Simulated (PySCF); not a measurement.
**[Tb4O4]4+: other functionals and bases at one geometry**

The task here is to estimate one member of a computed series from the others.

The runs use PySCF 2.14.0; several levels, as the steps say, no spin–orbit coupling.

2 further runs of the same task are left out: 2 for a known fault of the program. Runs told in other sessions of the task aren't counted.

### Where the work starts

8 atoms, charge 4, spin multiplicity 1.

Bond lengths: Tb1–Tb2 3.430 Å, Tb1–Tb3 3.430 Å, Tb1–Tb4 3.430 Å, Tb1–O5 2.205 Å, Tb1–O6 2.205 Å, Tb1–O7 2.205 Å, Tb2–Tb3 3.430 Å, Tb2–Tb4 3.430 Å, Tb2–O5 2.205 Å, Tb2–O6 2.205 Å, Tb2–O8 2.205 Å, Tb3–Tb4 3.430 Å, Tb3–O5 2.205 Å, Tb3–O7 2.205 Å, Tb3–O8 2.205 Å, Tb4–O6 2.205 Å, Tb4–O7 2.205 Å, Tb4–O8 2.205 Å. Angles: Tb2–Tb1–Tb3 60.0°, Tb2–Tb1–Tb4 60.0°, Tb2–Tb1–O5 39.0°, Tb2–Tb1–O6 39.0°, Tb2–Tb1–O7 80.9°, Tb3–Tb1–Tb4 60.0°, Tb3–Tb1–O5 39.0°, Tb3–Tb1–O6 80.9°, Tb3–Tb1–O7 39.0°, Tb4–Tb1–O5 80.9°, Tb4–Tb1–O6 39.0°, Tb4–Tb1–O7 39.0°, O5–Tb1–O6 76.4°, O5–Tb1–O7 76.4°, O6–Tb1–O7 76.4°, Tb1–Tb2–Tb3 60.0°, Tb1–Tb2–Tb4 60.0°, Tb1–Tb2–O5 39.0° and more.

Geometry (Å):

```xyz
8

Tb    1.2126    1.2126    1.2126
Tb    1.2126   -1.2126   -1.2126
Tb   -1.2126    1.2126   -1.2126
Tb   -1.2126   -1.2126    1.2126
O     0.9647    0.9647   -0.9647
O     0.9647   -0.9647    0.9647
O    -0.9647    0.9647    0.9647
O    -0.9647   -0.9647   -0.9647
```

Each metal's 8 4f electrons lie in its core potential, so multiplicities, spins and levels count the valence alone. An earlier session relaxed this geometry at BP86, Tb lcecp-1-SVP with ECP54, O def2-SVP (singlet, point group Td).

At BP86 on the finer grid: E = -445.858076 Eh, HOMO -22.99 eV, LUMO -18.18 eV, Mulliken charge on Tb1 +1.63 e, largest force component 0.004 eV/Å. 

Levels to run: M06-L; BLYP; TPSSh; r2SCAN; BP86, TZVP. Hardware: 4 threads of AMD EPYC 9R45 (Zen 5), shared host.

Set-up of the first run:

Input file run.py (the lines that set the calculation):

```python
mol = gto.M(atom='''
Tb     1.21259     1.21259     1.21259
Tb     1.21259    -1.21259    -1.21259
Tb    -1.21259     1.21259    -1.21259
Tb    -1.21259    -1.21259     1.21259
O      0.96466     0.96466    -0.96466
O      0.96466    -0.96466     0.96466
O     -0.96466     0.96466     0.96466
O     -0.96466    -0.96466    -0.96466''',
    basis={'Tb': 'lcecp-1-SVP', 'O': 'def2-SVP'},
    ecp={'Tb': 'lcecp-1-SVP'},
    charge=4, spin=0)
mf = dft.RKS(mol, xc='M06L')
mf.grids.atom_grid = (75, 302)  # f atoms: unpruned, at least (60, 302)
mf = mf.density_fit()  # fitting sets: Tb AutoAux, O def2-universal-JKFIT
mf.conv_tol = 1e-08; mf.max_cycle = 55
mf.kernel(dm0)  # dm0: the density of the relaxed state
```

Run with:

```
OMP_NUM_THREADS=4 python run.py
```

Among the steps run: M06-L; BLYP; TPSSh; r2SCAN; BP86, TZVP.

One of the session's tables, all rows but one given; the rest of the session is left out.

| level | HOMO (eV) | gap (eV) | charge on Tb1 (e) | largest force component (eV/Å) |
| --- | --- | --- | --- | --- |
| BP86 (relaxed here) | -22.99 | 4.81 | 1.63 | 0.00 |
| M06-L | ? | ? | ? | ? |
| BLYP | -22.75 | 4.75 | 1.63 | 0.30 |
| TPSSh | -23.35 | 5.93 | 1.72 | 0.11 |
| r2SCAN | -23.01 | 5.36 | 1.74 | 0.10 |
| BP86, TZVP | -22.91 | 4.84 | 1.88 | 0.14 |

Estimate the missing values for M06-L.

As computed: HOMO (eV): -22.64; gap (eV): 5.32; charge on Tb1 (e): 1.81; largest force component (eV/Å): 0.13. In the column «HOMO (eV)» it is the highest.

In one basis the gap runs from 4.75 eV (BLYP) to 5.93 eV (TPSSh). The largest leftover force, 0.30 eV/Å with BLYP, stands at a geometry relaxed at another level. With 4f in the core, its levels are missing from HOMO and gap, and its count is fixed, so no charge can pass from the ligands into it. Total energies of different levels can't be compared.
